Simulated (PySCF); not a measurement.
**doublet CuCl+ at 4 levels**

We compute a comparison of 4 runs (U-r2SCAN/cc-pVTZ, U-revPBE/cc-pVTZ, UBLYP/cc-pVTZ, UPBE0/cc-pVTZ) of doublet CuCl+. 

The calculation is run with PySCF 2.14.0.

2 further runs of the same task are left out: 1 that didn't finish, 1 set aside as unsound or not needed.

### Step 1. The structure to begin with

The species is CuCl+ (2 atoms), meant as a doublet with charge +1. As SMILES of the parent species, `[Cl][Cu]`. The coordinates come from a PBE0-D4/def2-TZVP relaxation. That shape belongs to the parent species and isn't relaxed for this state.

Bond lengths: Cl1–Cu2 2.076 Å.

### Step 2. The energy at U-r2SCAN/cc-pVTZ (run 1)

Input file input.py:

```python
from pyscf import gto, dft

mol = gto.M(
    atom=[
    ('Cl', (0.898300, -0.345200, 0.446400)),
    ('Cu', (-0.868800, 0.285000, -0.442400)),
],
    max_memory=1860,
    spin=1,
    basis='cc-pvtz',
    verbose=4,
    charge=1,
)

mf = dft.UKS(mol)
mf.xc = 'r2scan'
mf.conv_tol = 1e-10
mf.grids.level = 5
mf.kernel()
if not mf.converged:
    mf = mf.newton().run(mf.mo_coeff, mf.mo_occ)

e_final = mf.e_tot
print('Final energy', e_final)
```

The run is started by

```sh
$ OMP_NUM_THREADS=1 python input.py
```

Log:

```text
PySCF version 2.14.0

[INPUT] num. atoms = 2
[INPUT] num. electrons = 45
[INPUT] charge = 1
[INPUT] spin (= nelec alpha-beta = 2S) = 1
[INPUT] symmetry False subgroup None
[INPUT] Mole.unit = angstrom
[INPUT] Symbol           X                Y                Z      unit          X                Y                Z       unit  Magmom
[INPUT]  1 Cl     0.898300000000  -0.345200000000   0.446400000000 AA    1.697540977697  -0.652333458200   0.843573742006 Bohr   0.0
[INPUT]  2 Cu    -0.868800000000   0.285000000000  -0.442400000000 AA   -1.641794057022   0.538571945501  -0.836014837508 Bohr   0.0

nuclear repulsion = 125.667077350453
number of shells = 18
number of NR pGTOs = 190
number of NR cGTOs = 102
basis = cc-pvtz
ecp = {}

[... 35 lines left out ...]
[... the frontier-level lines of each cycle are left out ...]
[... 3 lines left out ...]
[... 4 lines left out ...]
[... 1 line left out ...]
[... 4 lines left out ...]
[... 1 line left out ...]
[... 71 lines left out ...]
SCF not converged.
SCF energy = -2100.4118419331 after 50 cycles  <S^2> = 0.75502174  2S+1 = 2.0050155
[... 26 lines left out ...]
becke partition: Becke, JCP 88, 2547 (1988); DOI:10.1063/1.454033
pruning grids: <function nwchem_prune>
grids dens level: 5
symmetrized grids: False
atomic radii adjust function: <function treutler_atomic_radii_adjust>
small_rho_cutoff = 0
******** <class 'pyscf.dft.uks.UKS'> Newton solver flags ********
SCF tol = 1e-10
conv_tol_grad = None
max. SCF cycles = 50
direct_scf = True
direct_scf_tol = 1e-13
max_cycle_inner = 12
max_stepsize = 0.05
ah_start_tol = 1e+09
ah_level_shift = 0
ah_conv_tol = 1e-12
ah_lindep = 1e-14
ah_start_cycle = 1
ah_max_cycle = 40
ah_grad_trust_region = 2.5
kf_interval = 4
kf_trust_region = 5
canonicalization = True
Set conv_tol_grad to 1e-05
Initial guess E= -2100.4118419331  |g|= 0.00039004
macro= 0  E= -2100.41184199103  delta_E= -5.79325e-08  |g|= 9.47262e-06  3 KF 17 JK
macro= 1  E= -2100.41184199111  delta_E= -7.59428e-11  |g|= 1.34675e-05  1 KF 4 JK
macro= 2  E= -2100.41184199111  delta_E= -9.09495e-13  |g|= 3.04864e-06  1 KF 2 JK
Canonicalize SCF orbitals
macro X = 3  E=-2100.41184199111  |g|= 3.04864e-06  total 6 KF 27 JK
converged SCF energy = -2100.41184199111  <S^2> = 0.75500125  2S+1 = 2.004995
Final energy -2100.4118419911083
```

Run time: 3.4 min. Hardware: 1 thread of Arm Neoverse V1, shared host; peak memory 0.74 GiB.

### Step 3. The energy at U-revPBE/cc-pVTZ (run 2)

Input file input.xyz:

```xyz
2

Cl     0.898300    -0.345200     0.446400
Cu    -0.868800     0.285000    -0.442400
```

Input file job.py:

```python
from pyscf import gto, dft

system = gto.Mole()
system.atom = 'input.xyz'
system.charge = 1
system.basis = 'cc-pvtz'
system.max_memory = 1860
system.verbose = 4
system.spin = 1
system.build()

mf = dft.UKS(system)
mf.xc = 'revpbe'
mf.grids.level = 5
mf.conv_tol = 1e-10
mf.kernel()
if not mf.converged:
    mf = mf.newton().run(mf.mo_coeff, mf.mo_occ)

etot = mf.e_tot
print(f'total energy: {etot:.8f} hartree')
```

The run is started by

```sh
$ OMP_NUM_THREADS=1 python job.py
```

Log:

```text
PySCF version 2.14.0

[INPUT] num. atoms = 2
[INPUT] num. electrons = 45
[INPUT] charge = 1
[INPUT] spin (= nelec alpha-beta = 2S) = 1
[INPUT] symmetry False subgroup None
[INPUT] Mole.unit = angstrom
[INPUT] Symbol           X                Y                Z      unit          X                Y                Z       unit  Magmom
[INPUT]  1 Cl     0.898300000000  -0.345200000000   0.446400000000 AA    1.697540977697  -0.652333458200   0.843573742006 Bohr   0.0
[INPUT]  2 Cu    -0.868800000000   0.285000000000  -0.442400000000 AA   -1.641794057022   0.538571945501  -0.836014837508 Bohr   0.0

nuclear repulsion = 125.667077350453
number of shells = 18
number of NR pGTOs = 190
number of NR cGTOs = 102
basis = cc-pvtz
ecp = {}

[... 34 lines left out ...]
[... the frontier-level lines of each cycle are left out ...]
[... 3 lines left out ...]
[... 70 lines left out ...]
converged SCF energy = -2100.28238636509  <S^2> = 0.75257569  2S+1 = 2.002574
total energy: -2100.28238637 hartree
```

Wall time 23 s (1 thread of Arm Neoverse V1, shared host); peak memory 0.51 GiB.

Run 3 isn't shown in full; the table further down has it.

### Step 4. The energy at UPBE0/cc-pVTZ (run 4)

Input file run.py:

```python
from pyscf import gto, dft

mol = gto.Mole()
mol.atom = '''
Cl     1.697541    -0.652333     0.843574
Cu    -1.641794     0.538572    -0.836015
'''
mol.spin = 1
mol.unit = 'bohr'
mol.charge = 1
mol.verbose = 3
mol.max_memory = 1860
mol.basis = 'cc-pvtz'
mol.build()

mf = dft.UKS(mol, xc='pbe0')
mf.grids.level = 5
mf.conv_tol = 1e-10
mf.kernel()
if not mf.converged:
    mf = mf.newton().run(mf.mo_coeff, mf.mo_occ)

energy = mf.e_tot
print('E = %.10f Eh' % energy)
```

The run is started by

```sh
$ OMP_NUM_THREADS=1 python run.py
```

Log:

```text
WARN: HOMO -0.617798323159877 >= LUMO -0.617797510562262

converged SCF energy = -2100.0601544293  <S^2> = 0.75616032  2S+1 = 2.0061509
E = -2100.0601544293 Eh
```

Run time: 25 s. Hardware: 1 thread of Arm Neoverse V1, shared host; peak memory 0.51 GiB.

### Step 5. All runs side by side

```tsv
run	level	energy (Eh)	HOMO energy (eV)	LUMO energy (eV)	⟨S²⟩	wall time
1	U-r2SCAN/cc-pVTZ	-2100.411842	-14.06	-13.50	0.755	3.4 min
2	U-revPBE/cc-pVTZ	-2100.282386	-13.78	-13.66	0.753	23 s
3	UBLYP/cc-pVTZ	-2100.563922	-13.80	-13.71	0.752	25 s
4	UPBE0/cc-pVTZ	-2100.060154	-15.44	-12.54	0.756	25 s
```

### Step 6. Outcome

| quantity | value |
| --- | --- |
| run 4: total energy | -2100.06015 Eh |
| run 4: HOMO energy (highest over α and β) | -15.44 eV |
| run 4: LUMO energy (lowest over α and β) | -12.54 eV |
| run 4: ⟨S²⟩ | 0.756 |

**Reading.** Totals of different functionals can't be ranked against each other. All runs together took 4.7 min, the longest 3.4 min.
